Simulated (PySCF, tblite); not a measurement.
# C₈H₁₁BO: geometry, infrared bands and NMR shifts

What infrared bands and NMR shifts should C₈H₁₁BO (`BCO/C(C#C)=C/CC=C`) show?

Computed with tblite 0.8.0 and PySCF 2.14.0, with density-fitted response routines of our own, on a single molecule in the gas phase. Atoms are numbered from 0 throughout.

**1. Starting geometry**

21 atoms, charge 0, multiplicity 1; geometry from: force field or distance geometry start.

Bonds of the start (Å): B0–C1 1.61, C1–O2 1.42, O2–C3 1.40, C3–C4 1.44, C4–C5 1.20, C3–C6 1.33, C6–C7 1.48, C7–C8 1.48, C8–C9 1.36, B0–H10 1.18, B0–H11 1.17, C1–H12 1.14, C1–H13 1.10, C5–H14 1.09, C6–H15 1.08, C7–H16 1.11, C7–H17 1.14, C8–H18 1.09, C9–H19 1.06, C9–H20 1.08.

**2. Relaxing the molecule with GFN2-xTB**

What the job is given:

```
{"job": {"kind": "relax", "xc": "GFN2-xTB", "basis": "xTB"}, "charge": 0, "multiplicity": 1}
B      4.083500    -0.782300    -0.449700
C      2.589400    -0.826400     0.136600
O      1.943400     0.374100    -0.249600
C      0.613900     0.597800     0.129700
C      0.335300     1.819000     0.846200
C      0.107500     2.857000     1.404700
C     -0.359000    -0.269900    -0.108500
C     -1.751500    -0.020200     0.325900
C     -2.728200     0.014500    -0.785700
C     -3.781100    -0.835300    -0.865900
H      4.883900    -1.565900    -0.087700
H      4.477900     0.256800    -0.826300
H      2.639800    -0.837700     1.276100
H      2.054800    -1.725500    -0.188400
H     -0.103500     3.785900     1.924600
H     -0.171100    -1.200900    -0.617400
H     -1.838900     0.833900     1.023100
H     -2.044000    -0.925200     0.949200
H     -2.615500     0.763000    -1.564500
H     -4.412700    -0.710700    -1.707800
H     -3.932800    -1.585000    -0.100900
```

The run is started by

```bash
OMP_NUM_THREADS=1 python probes_run.py task.json out
```

This one command runs all jobs of the session in turn.

Output:

```text
step      E/eV     max force
  0    -758.30839    2.523
  1    -758.44126    2.518
  2    -758.52155    2.406
  3    -758.57282    1.708
  4    -758.62928    0.582
  5    -758.66333    0.462
  6    -758.67284    0.315
  7    -758.68348    0.217
  8    -758.69323    0.241
  9    -758.70130    0.232
 10    -758.70612    0.132
 11    -758.71013    0.148
 12    -758.71455    0.193
 13    -758.71903    0.163
 14    -758.72317    0.125
 15    -758.72714    0.132
 16    -758.73110    0.150
 17    -758.73436    0.126
 18    -758.73644    0.119
 19    -758.73782    0.093
 20    -758.73915    0.090
 21    -758.74067    0.094
 22    -758.74232    0.097
 23    -758.74416    0.110
 24    -758.74632    0.114
 25    -758.74874    0.131
 26    -758.75108    0.127
 27    -758.75323    0.105
 28    -758.75540    0.099
 29    -758.75781    0.098
 30    -758.76036    0.127
 31    -758.76277    0.130
 32    -758.76506    0.125
 33    -758.76755    0.114
 34    -758.77012    0.108
 35    -758.77238    0.127
 36    -758.77454    0.138
 37    -758.77740    0.140
 38    -758.78173    0.154
 39    -758.78707    0.169
 40    -758.79193    0.184
 41    -758.79573    0.178
 42    -758.79889    0.156
 43    -758.79997    0.250
 44    -758.80501    0.205
 45    -758.80794    0.124
 46    -758.81294    0.148
 47    -758.81492    0.158
 48    -758.82219    0.183
 49    -758.82732    0.170
 50    -758.83157    0.187
 51    -758.83429    0.170
 52    -758.83753    0.165
 53    -758.84194    0.153
 54    -758.84798    0.167
 55    -758.85069    0.132
 56    -758.85365    0.124
 57    -758.85604    0.124
 58    -758.85848    0.112
 59    -758.86065    0.138
 60    -758.86271    0.117
 61    -758.86495    0.111
 62    -758.86692    0.127
 63    -758.86879    0.099
 64    -758.87071    0.089
 65    -758.87232    0.085
 66    -758.87376    0.068
 67    -758.87495    0.070
 68    -758.87594    0.084
 69    -758.87693    0.089
 70    -758.87795    0.091
 71    -758.87889    0.082
 72    -758.87970    0.055
 73    -758.88042    0.053
 74    -758.88108    0.052
 75    -758.88169    0.047
 76    -758.88227    0.048
 77    -758.88292    0.084
 78    -758.88371    0.069
 79    -758.88478    0.068
 80    -758.88578    0.105
 81    -758.88671    0.078
 82    -758.88758    0.073
 83    -758.88849    0.081
 84    -758.88920    0.084
 85    -758.88982    0.075
 86    -758.89030    0.046
 87    -758.89072    0.038
 88    -758.89109    0.055
 89    -758.89156    0.063
 90    -758.89210    0.047
 91    -758.89255    0.046
 92    -758.89288    0.041
 93    -758.89315    0.032
 94    -758.89345    0.036
 95    -758.89373    0.031
 96    -758.89391    0.033
 97    -758.89405    0.027
 98    -758.89415    0.023
 99    -758.89426    0.020
100    -758.89433    0.018
101    -758.89439    0.013
102    -758.89441    0.012
103    -758.89445    0.014
104    -758.89449    0.016
105    -758.89452    0.051
106    -758.89456    0.015
107    -758.89460    0.021
108    -758.89463    0.020
109    -758.89465    0.013
110    -758.89466    0.010
```

Run time: 2.6 s. Hardware: 1 thread of Intel Xeon at 2.50GHz, shared host; peak memory 0.18 GiB.

Along the way: (not every step is listed)

| step | energy from step 0 (eV) | largest force (eV/Å) |
| --- | --- | --- |
| 0 | 0.0000 | 2.5229 |
| 1 | -0.1329 | 2.5178 |
| 2 | -0.2132 | 2.4056 |
| 3 | -0.2644 | 1.7082 |
| 4 | -0.3209 | 0.5825 |
| 5 | -0.3549 | 0.4617 |
| 6 | -0.3644 | 0.3154 |
| 7 | -0.3751 | 0.2175 |
| 8 | -0.3848 | 0.2406 |
| 17 | -0.4260 | 0.1263 |
| 26 | -0.4427 | 0.1272 |
| 35 | -0.4640 | 0.1274 |
| 44 | -0.4966 | 0.2053 |
| 53 | -0.5335 | 0.1531 |
| 62 | -0.5585 | 0.1273 |
| 71 | -0.5705 | 0.0824 |
| 80 | -0.5774 | 0.1052 |
| 89 | -0.5832 | 0.0635 |
| 98 | -0.5858 | 0.0228 |
| 105 | -0.5861 | 0.0510 |
| 106 | -0.5862 | 0.0153 |
| 107 | -0.5862 | 0.0214 |
| 108 | -0.5862 | 0.0197 |
| 109 | -0.5863 | 0.0135 |
| 110 | -0.5863 | 0.0100 |

Close pairs (by a distance rule), those that changed most:

| bond | before (Å) | after (Å) | change (Å) |
| --- | --- | --- | --- |
| C7–H17 | 1.137 | 1.093 | -0.044 |
| C1–H12 | 1.141 | 1.103 | -0.037 |
| C8–C9 | 1.355 | 1.319 | -0.036 |
| C5–H14 | 1.085 | 1.049 | -0.036 |
| B0–C1 | 1.606 | 1.571 | -0.035 |
| O2–C3 | 1.401 | 1.367 | -0.034 |
| C7–C8 | 1.480 | 1.501 | +0.021 |
| C6–C7 | 1.480 | 1.500 | +0.020 |

The final coordinates are the input of the step that follows.

**3. Infrared spectrum with GFN2-xTB**

What the job is given:

```
{"job": {"kind": "ir", "xc": "GFN2-xTB", "basis": "xTB"}, "charge": 0, "multiplicity": 1}
B      3.983785    -0.777683    -0.419056
C      2.440594    -0.772736    -0.127214
O      1.949993     0.493318     0.277137
C      0.608066     0.626589     0.500979
C      0.274684     1.962626     0.864538
C      0.023033     3.098004     1.160836
C     -0.327806    -0.327107     0.417144
C     -1.789573    -0.073908     0.641282
C     -2.507112    -0.064209    -0.676689
C     -3.475547    -0.895054    -1.011702
H      4.464214    -1.785741    -0.757233
H      4.615834     0.193592    -0.305346
H      2.203866    -1.523867     0.645388
H      1.898430    -1.106520    -1.028183
H     -0.215274     4.085058     1.424538
H     -0.075546    -1.335860     0.128398
H     -1.921892     0.894707     1.129958
H     -2.208530    -0.854781     1.280771
H     -2.155916     0.683583    -1.376142
H     -3.954512    -0.856000    -1.975538
H     -3.839711    -1.647069    -0.330230
```

Output:

```text
mode    cm-1     km/mol
  1      25.3      0.30
  2      46.5      0.22
  3      65.8      0.50
  4      99.5      2.56
  5     116.2      0.58
  6     136.6      0.95
  7     173.4      1.28
  8     227.9      5.15
  9     269.8      4.63
 10     280.6      0.00
 11     308.0      0.36
 12     371.9      1.26
 13     425.1      0.69
 14     477.0      0.11
 15     535.1      0.67
 16     550.3     11.65
 17     586.9      0.29
 18     642.5     10.87
 19     671.0     26.47
 20     673.7      5.81
 21     763.9     12.83
 22     794.9     18.23
 23     847.8     19.91
 24     859.8    175.43
 25     893.3     15.14
 26     920.6     14.42
 27     953.6      6.85
 28     960.4      5.99
 29    1024.6     13.42
 30    1068.0     12.21
 31    1080.7     21.72
 32    1136.7     72.56
 33    1169.3    144.85
 34    1175.1     23.00
 35    1180.2     17.92
 36    1211.9    116.48
 37    1262.7      7.47
 38    1294.1     14.16
 39    1296.7      9.68
 40    1320.5      6.50
 41    1415.6      3.67
 42    1437.0     27.86
 43    1458.2      1.49
 44    1668.9     94.04
 45    1717.1     27.51
 46    2257.0      2.64
 47    2667.8     86.56
 48    2722.4     85.60
 49    2814.8     37.48
 50    2854.9     40.42
 51    2963.9     36.27
 52    2968.7     25.68
 53    3055.5     34.16
 54    3094.1     30.99
 55    3094.6     35.61
 56    3120.1     58.70
 57    3394.7      5.71
```

It took 2.6 s on 1 thread of Intel Xeon at 2.50GHz, shared host; peak memory 0.18 GiB.

Which atoms move in the most intense modes:

| cm⁻¹ | km/mol | atoms |
| --- | --- | --- |
| 860 | 175.4 | H11 29 %, B0 26 %, H10 22 %, C1 10 % |
| 1137 | 72.6 | C6 30 %, C7 25 %, H16 14 % |
| 1169 | 144.8 | H10 31 %, H11 25 %, B0 17 % |
| 1212 | 116.5 | C3 24 %, H16 22 %, H17 22 % |
| 1669 | 94.0 | C3 49 %, C6 45 % |
| 2668 | 86.6 | H10 69 %, H11 26 % |
| 2722 | 85.6 | H11 66 %, H10 23 %, B0 11 % |
| 3120 | 58.7 | H19 65 %, H20 24 % |

**4. Nuclear shieldings: PBE0/pcSseg-1**

Settings changed since step 3:

```diff
@@ -1,2 +1,2 @@
-{"job": {"kind": "ir", "xc": "GFN2-xTB", "basis": "xTB"}, "charge": 0, "multiplicity": 1}
+{"job": {"kind": "nmr", "xc": "PBE0", "basis": "pcSseg-1"}, "charge": 0, "multiplicity": 1}
 B      3.983785    -0.777683    -0.419056
```

With the program's defaults for keys left out, this is: GIAO PBE0/pcSseg-1 NMR shielding, non-relativistic, gas phase.

Output:

```text
coarse grid: 17680 points
cycle   1  E = -410.6821609825  dE =  1.340e+00  |g| = 6.058e-01  |ddm| = 4.227e+00
cycle   2  E = -410.6571144695  dE =  2.505e-02  |g| = 7.391e-01  |ddm| = 1.345e+00
cycle   3  E = -410.7604582275  dE = -1.033e-01  |g| = 1.393e-01  |ddm| = 7.622e-01
cycle   4  E = -410.7637210794  dE = -3.263e-03  |g| = 4.853e-02  |ddm| = 1.404e-01
cycle   5  E = -410.7641670622  dE = -4.460e-04  |g| = 2.162e-02  |ddm| = 5.718e-02
cycle   6  E = -410.7642856890  dE = -1.186e-04  |g| = 4.612e-03  |ddm| = 2.312e-02
cycle   7  E = -410.7642898319  dE = -4.143e-06  |g| = 2.438e-03  |ddm| = 5.229e-03
final grid: 171176 points
cycle   8  E = -410.8363402452  dE = -4.992e-05  |g| = 1.363e-02  |ddm| = 6.564e-02
cycle   9  E = -410.8362744962  dE =  6.575e-05  |g| = 2.266e-02  |ddm| = 2.672e-02
cycle  10  E = -410.8363760130  dE = -1.015e-04  |g| = 3.436e-03  |ddm| = 1.955e-02
cycle  11  E = -410.8363790093  dE = -2.996e-06  |g| = 7.101e-04  |ddm| = 3.433e-03
cycle  12  E = -410.8363791085  dE = -9.916e-08  |g| = 2.441e-04  |ddm| = 7.020e-04
cycle  13  E = -410.8363791199  dE = -1.137e-08  |g| = 1.023e-04  |ddm| = 2.526e-04
cycle  14  E = -410.8363791225  dE = -2.614e-09  |g| = 2.605e-05  |ddm| = 1.039e-04
cycle  15  E = -410.8363791226  dE = -1.670e-10  |g| = 7.308e-06  |ddm| = 2.790e-05
converged SCF energy = -410.8363791226

GIAO shielding tensors (ppm)
atom      isotropic    diamagn.    paramagn.     s11        s22        s33       span
  0 B       12.110     189.576    -177.466    -62.249    -28.372    126.952    189.202
  1 C      112.096     248.801    -136.705     86.498    107.912    141.879     55.381
  2 O      206.530     395.079    -188.549    110.542    246.907    262.141    151.600
  3 C       38.661     256.476    -217.815    -54.788     76.182     94.590    149.378
  4 C      103.969     250.996    -147.027      6.761      8.117    297.029    290.268
  5 C       97.174     260.544    -163.371     32.715     49.577    209.229    176.514
  6 C       72.612     262.619    -190.006    -21.825     76.367    163.296    185.121
  7 C      146.333     246.549    -100.215    130.533    146.780    161.688     31.155
  8 C       39.452     256.357    -216.905    -83.767     50.982    151.140    234.907
  9 C       66.769     252.036    -185.266    -43.486     86.621    157.173    200.658
 10 H       23.894      27.706      -3.812     16.428     27.148     28.107     11.680
 11 H       23.553      28.542      -4.990     15.579     27.131     27.947     12.369
 12 H       27.424      30.626      -3.202     23.928     25.234     33.109      9.181
 13 H       27.508      32.025      -4.517     23.920     25.647     32.956      9.036
 14 H       28.941      34.543      -5.602     24.654     25.196     36.972     12.317
 15 H       26.783      36.360      -9.577     23.362     25.657     31.329      7.967
 16 H       28.057      30.754      -2.697     23.901     28.065     32.206      8.305
 17 H       28.921      31.573      -2.652     25.313     27.889     33.560      8.246
 18 H       25.774      32.093      -6.319     22.674     24.790     29.859      7.185
 19 H       26.505      28.300      -1.795     23.498     25.409     30.606      7.107
 20 H       26.352      30.158      -3.806     22.858     25.806     30.393      7.535
```

Run time: 2.6 min. Hardware: 1 thread of Intel Xeon at 2.50GHz, shared host; peak memory 0.94 GiB.

The references, computed at this level on geometries of the same kind, shield at (ppm): 1H TMS 31.72, 13C TMS 186.9, 17O H2O 336.1, 11B BF3·OEt2 100.1. Their shielding less the atom's gives the shift. The references are single molecules in the gas phase, so shifts against H2O, NH3, PH3, H3PO4 or CFCl3 are not on the usual liquid scales and can be off by tens of ppm. Atoms listed in one row are averaged.

| atoms | environment | σ (ppm) | δ (ppm) | δ scaled to CDCl3 |
| --- | --- | --- | --- | --- |
| C3 | alkene carbon bearing oxygen | 38.7 | 148.3 | 142.8 |
| C8 | alkene CH | 39.5 | 147.5 | 142.0 |
| C9 | terminal =CH2 carbon | 66.8 | 120.2 | 115.4 |
| C6 | β carbon of an enol-ether or enamine type C=C | 72.6 | 114.3 | 109.7 |
| C5 | terminal alkyne carbon | 97.2 | 89.8 | 85.7 |
| C4 | alkyne carbon | 104.0 | 83.0 | 79.0 |
| C1 | sp3 CH2 bonded to B and O | 112.1 | 74.8 | 71.1 |
| C7 | allylic sp3 CH2 | 146.3 | 40.6 | 37.7 |
| H10, H11 | hydrogen on a boron bonded to C | 23.72 | 7.99 | – |
| H18 | hydrogen on an alkene CH | 25.77 | 5.94 | 5.71 |
| H20 | hydrogen on a terminal =CH2 carbon | 26.35 | 5.36 | 5.16 |
| H19 | hydrogen on a terminal =CH2 carbon | 26.50 | 5.21 | 5.02 |
| H15 | hydrogen on a β carbon of an enol-ether or enamine type C=C | 26.78 | 4.93 | 4.76 |
| H12, H13 | hydrogen on an sp3 CH2 bonded to B and O | 27.47 | 4.25 | 4.11 |
| H16, H17 | hydrogen on an allylic sp3 CH2 | 28.49 | 3.23 | 3.15 |
| H14 | hydrogen on a terminal alkyne carbon | 28.94 | 2.78 | 2.72 |
| B0 | boron bonded to C, 2 H | 12.1 | 88.0 | – |
| O2 | ether oxygen | 206.5 | 129.5 | – |

The scaled column applies a straight-line fit of computed shieldings to shifts measured in CDCl3 (root-mean-square error 0.16 ppm for H, 1.9 ppm for C).

The run also stored atomic charges by several schemes (e):

| atoms | Mulliken | IAO | Hirshfeld | ESP fit |
| --- | --- | --- | --- | --- |
| B0 | 0.22 | 0.10 | 0.18 | 0.42 |
| C1 | -0.16 | -0.21 | -0.06 | 0.16 |
| O2 | -0.48 | -0.32 | -0.11 | -0.41 |
| C3 | 0.11 | 0.17 | 0.07 | 0.41 |
| C4 | 0.32 | -0.03 | -0.04 | -0.11 |
| C5 | -0.33 | -0.22 | -0.09 | -0.31 |
| C6 | -0.20 | -0.22 | -0.07 | -0.42 |
| C7 | -0.14 | -0.26 | -0.07 | -0.03 |
| C8 | -0.22 | -0.12 | -0.04 | -0.01 |
| C9 | -0.16 | -0.33 | -0.11 | -0.55 |

Mayer bond orders: B0–C1 1.01, C1–O2 0.84, O2–C3 1.08, C3–C4 1.05, C4–C5 2.37, C3–C6 1.72, C6–C7 1.05, C7–C8 1.01, C8–C9 1.98.

**5. Summary of results**

| quantity | value |
| --- | --- |
| strongest single infrared mode (GFN2-xTB) | 860 cm⁻¹, 175 km/mol |
| zero-point energy (GFN2-xTB) | 100.9 kcal/mol |
| 13C shifts against TMS (PBE0/pcSseg-1) | 148.3, 147.5, 120.2, 114.3, 89.8, 83.0, 74.8, 40.6 ppm |
| 1H shifts against TMS (PBE0/pcSseg-1, means over atoms taken as alike) | 7.99, 5.94, 5.36, 5.21, 4.93, 4.25, 3.23, 2.78 ppm |
| 11B shifts against BF3·OEt2 (PBE0/pcSseg-1) | 88.0 ppm |
| 17O shifts against H2O (PBE0/pcSseg-1) | 129.5 ppm |

Over 110 steps the energy fell by 0.586 eV; of the close pairs, C7–H17 changed most, 1.137 to 1.093 Å. All 57 modes are real, so the xTB geometry is a minimum. The strongest single mode, at 860 cm⁻¹, is spread over several atoms, H11, B0, H10, C1 among them. GFN2-xTB is a fitted tight-binding method: band positions and strengths are rough. Its intensities can rank the bands wrongly. At PBE0/pcSseg-1: Shielding is most anisotropic at C4 (span 290 ppm, paramagnetic term -147 ppm).
